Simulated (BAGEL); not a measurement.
# HF/3-21G (density fitting with qzvpp-jkfit) run of GeH2SO (SMILES [OH][Ge][SH])

Aim: the energy change on altering one bond length of GeH2SO at HF/3-21G (density fitting with qzvpp-jkfit), from 2 runs. 

Program for the calculation: BAGEL 1.2.2.

2 further runs of the same task are left out: 2 set aside as unsound or not needed.

## Step 1: Starting point

The species is GeH2SO (5 atoms), meant as a singlet with charge 0. SMILES: `[OH][Ge][SH]`. Geometry: relaxed at PBE0-D4/def2-TZVP. This is one conformer, not always the lowest.

Bond lengths: O1–Ge2 1.782 Å, Ge2–S3 2.260 Å, O1–H4 0.961 Å, S3–H5 1.343 Å. Angles: O1–Ge2–S3 97.9°, Ge2–O1–H4 117.4°, Ge2–S3–H5 93.6°.

## Step 2: A single-point energy at HF/3-21G (density fitting with qzvpp-jkfit)

File hf.json:

```json
{ "bagel": [

{
  "title": "molecule",
  "basis": "3-21g",
  "df_basis": "qzvpp-jkfit",
  "angstrom": "true",
  "geometry": [
    { "atom": "O", "xyz": [   -1.346000,   -1.001300,    0.399800 ] },
    { "atom": "Ge", "xyz": [   -0.897400,    0.628900,   -0.164200 ] },
    { "atom": "S", "xyz": [    1.343300,    0.336500,   -0.206300 ] },
    { "atom": "H", "xyz": [   -0.632500,   -1.625200,    0.561400 ] },
    { "atom": "H", "xyz": [    1.582700,    1.587400,   -0.632100 ] }
  ]
},
{ "title": "hf" },
{ "title": "print", "file": "orbitals.molden", "orbitals": "true" }

]}
```

On the command line:

```console
$ BAGEL_NUM_THREADS=1 BAGEL hf.json > hf.out
```

Output:

```text
* using 1 threads per process

  ===============================================================
  ===============================================================

  *** Geometry ***

  { "atom" : "O", "xyz" : [     -2.543571,     -1.892183,      0.755513 ] },
  { "atom" : "Ge", "xyz" : [     -1.695840,      1.188449,     -0.310293 ] },
  { "atom" : "S", "xyz" : [      2.538469,      0.635893,     -0.389850 ] },
  { "atom" : "H", "xyz" : [     -1.195252,     -3.071183,      1.060892 ] },
  { "atom" : "H", "xyz" : [      2.990870,      2.999751,     -1.194496 ] },

  Number of auxiliary basis functions:      507

  Since a DF basis is specified, we compute 2- and 3-index integrals:
    o Being stored without compression. Storage requirement is 0.009 GB

  Number of basis functions:       48
  Number of electrons      :       58

    * METHOD: MOLECULE                             1.26

  *** RHF ***

  === Nuclear Repulsion ===
   246.1847235180

      * DIIS with orbital gradients will be used.

  === RHF iteration (3-21g) ===
      0      -2536.41994424          0.02655437           0.13
      1      -2536.50090746          0.01965835           0.16
      2      -2536.56014819          0.00123515           0.23
      3      -2536.56092209          0.00042091           0.22
      4      -2536.56104258          0.00016123           0.08
      5      -2536.56106520          0.00003589           0.23
      6      -2536.56106617          0.00000791           0.31
      7      -2536.56106621          0.00000230           0.22
      8      -2536.56106622          0.00000125           0.12
      9      -2536.56106622          0.00000026           0.28
     10      -2536.56106622          0.00000006           0.15
     11      -2536.56106622          0.00000002           0.23
     12      -2536.56106622          0.00000001           0.18
    * SCF iteration converged.

    * Permanent dipole moment:
           (    0.217945,    -0.456874,     0.136358) a.u.

    * METHOD: HF                                   3.43

    * METHOD: PRINT                                0.01

  ===============================================================
```

It took 6.1 s on 1 thread of Intel Xeon at 2.50GHz (Skylake/Cascade Lake), shared host.

## Step 3: The distorted shape

File input.json:

```json
{ "bagel" : [

{
  "title" : "molecule",
  "basis" : "3-21g",
  "df_basis" : "qzvpp-jkfit",
  "angstrom" : "true",
  "geometry" : [
    { "atom" : "O", "xyz" : [   -1.916824,   -0.502159,    0.270515 ] },
    { "atom" : "Ge", "xyz" : [   -1.468224,    1.128041,   -0.293485 ] },
    { "atom" : "S", "xyz" : [    0.772476,    0.835641,   -0.335585 ] },
    { "atom" : "H", "xyz" : [   -0.632500,   -1.625200,    0.561400 ] },
    { "atom" : "H", "xyz" : [    1.011876,    2.086541,   -0.761385 ] }
  ]
},
{
  "title" : "hf"
},
{
  "title" : "print",
  "file" : "orbitals.molden",
  "orbitals" : "true"
}

]}
```

On the command line:

```console
$ BAGEL_NUM_THREADS=1 BAGEL input.json > input.out
```

Output:

```text
* using 1 threads per process

  ===============================================================
  ===============================================================

  *** Geometry ***

  { "atom" : "O", "xyz" : [     -3.622272,     -0.948943,      0.511199 ] },
  { "atom" : "Ge", "xyz" : [     -2.774541,      2.131689,     -0.554606 ] },
  { "atom" : "S", "xyz" : [      1.459768,      1.579133,     -0.634164 ] },
  { "atom" : "H", "xyz" : [     -1.195252,     -3.071183,      1.060892 ] },
  { "atom" : "H", "xyz" : [      1.912169,      3.942991,     -1.438809 ] },

  Number of auxiliary basis functions:      507

  Since a DF basis is specified, we compute 2- and 3-index integrals:
    o Being stored without compression. Storage requirement is 0.009 GB

  Number of basis functions:       48
  Number of electrons      :       58

    * METHOD: MOLECULE                             1.07

  *** RHF ***

  === Nuclear Repulsion ===
   242.6739520425

      * DIIS with orbital gradients will be used.

  === RHF iteration (3-21g) ===
      0      -2536.16325565          0.03244620           0.38
      1      -2536.09211303          0.04340712           0.23
      2      -2536.39719897          0.00246101           0.18
      3      -2536.40057675          0.00116935           0.23
      4      -2536.40150447          0.00047679           0.19
      5      -2536.40168672          0.00012161           0.17
      6      -2536.40170077          0.00003211           0.24
      7      -2536.40170179          0.00001432           0.25
      8      -2536.40170201          0.00000706           0.18
      9      -2536.40170205          0.00000368           0.27
     10      -2536.40170207          0.00000135           0.16
     11      -2536.40170207          0.00000046           0.16
     12      -2536.40170207          0.00000016           0.13
     13      -2536.40170207          0.00000006           0.14
     14      -2536.40170207          0.00000002           0.10
     15      -2536.40170207          0.00000001           0.16
     16      -2536.40170207          0.00000001           0.13
    * SCF iteration converged.

    * Permanent dipole moment:
           (    0.138834,    -0.530965,     0.165604) a.u.

    * METHOD: HF                                   4.09

    * METHOD: PRINT                                0.01

  ===============================================================
```

It took 6.3 s on 1 thread of Intel Xeon at 2.50GHz (Skylake/Cascade Lake), shared host.

## Step 4: Summary of results

At HF/3-21G (density fitting with qzvpp-jkfit):

| quantity | value |
| --- | --- |
| first shape: total energy | -2536.56107 Eh |
| first shape: dipole moment | 1.33 D |
| first shape: HOMO energy | -9.60 eV |
| first shape: LUMO energy | 0.89 eV |
| first shape: HOMO–LUMO gap | 10.49 eV |
| distorted shape: total energy | -2536.40170 Eh |
| distorted shape: dipole moment | 1.46 D |
| distorted shape: HOMO energy | -9.43 eV |
| distorted shape: LUMO energy | 0.56 eV |
| distorted shape: HOMO–LUMO gap | 9.99 eV |
| energy change with the O1–H4 bond stretched from 0.961 to 1.731 Å | 4.337 eV |

What this shows: One bond (distorted shape) is far stretched, which a spin-restricted single reference describes badly; a broken-symmetry solution may lie lower. With the O1–H4 bond stretched from 0.961 to 1.731 Å the energy rises by 4.34 eV (418 kJ/mol). The first shape isn't relaxed at this level, so the change isn't measured from a minimum. A restricted reference can't describe the breaking bond well at this length.
